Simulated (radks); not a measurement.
# Tb⁺ with its nuclear charge varied continuously

An exercise on one series of results from a longer session: the logs are not shown, and one member is left open.

The numbers are computed with radks (a radial shooting solver on a logarithmic mesh, Libxc functionals) version 1 (Dirac Kohn-Sham, BLYP, spin-unpolarised, spherical densities, finite nucleus; open shells fill j = l - 1/2 first), except any that are marked as measured or tabulated.

### The system

| Property | Result |
| --- | --- |
| element | terbium (Z = 65) |
| charge | +1 |
| electrons | 64 |
| configuration | [Xe] 4f9 6s1 |
| nuclear rms radius | 5.06 fm |

The first run:

The run's settings:

```text
Z 65
configuration [Xe] 4f9 6s1
relativity Dirac
functional b88,lyp
spin unpolarised
j_filling energy
nucleus finite rms 5.06 fm
c 137.035999084
```

Steps of the session up to this table: Z = 65.

One of the session's tables, all rows but one given; the rest of the session is left out.

It belongs to the step «Z = 65». Sizes of the orbitals, from the radial functions (bohr):

| level | <r> | outermost maximum (interpolated) | 90 % within | nodes |
| --- | --- | --- | --- | --- |
| 4d3/2 | ? | ? | ? | ? |
| 4d5/2 | 0.6287 | 0.551 | 0.946 | 1 |
| 5s1/2 | 1.327 | 1.18 | 1.92 | 4 |
| 5p1/2 | 1.501 | 1.29 | 2.21 | 3 |
| 5p3/2 | 1.606 | 1.38 | 2.37 | 3 |
| 4f5/2 | 0.8966 | 0.553 | 1.58 | 0 |
| 6s1/2 | 3.747 | 3.27 | 5.45 | 5 |
| 4f7/2 | 0.9172 | 0.558 | 1.62 | 0 |

Q: Estimate the row for 4d3/2 from the others.

The run gave: <r>: 0.6179; outermost maximum (interpolated): 0.542; 90 % within: 0.930; nodes: 1. In the column «<r>» it is the lowest.
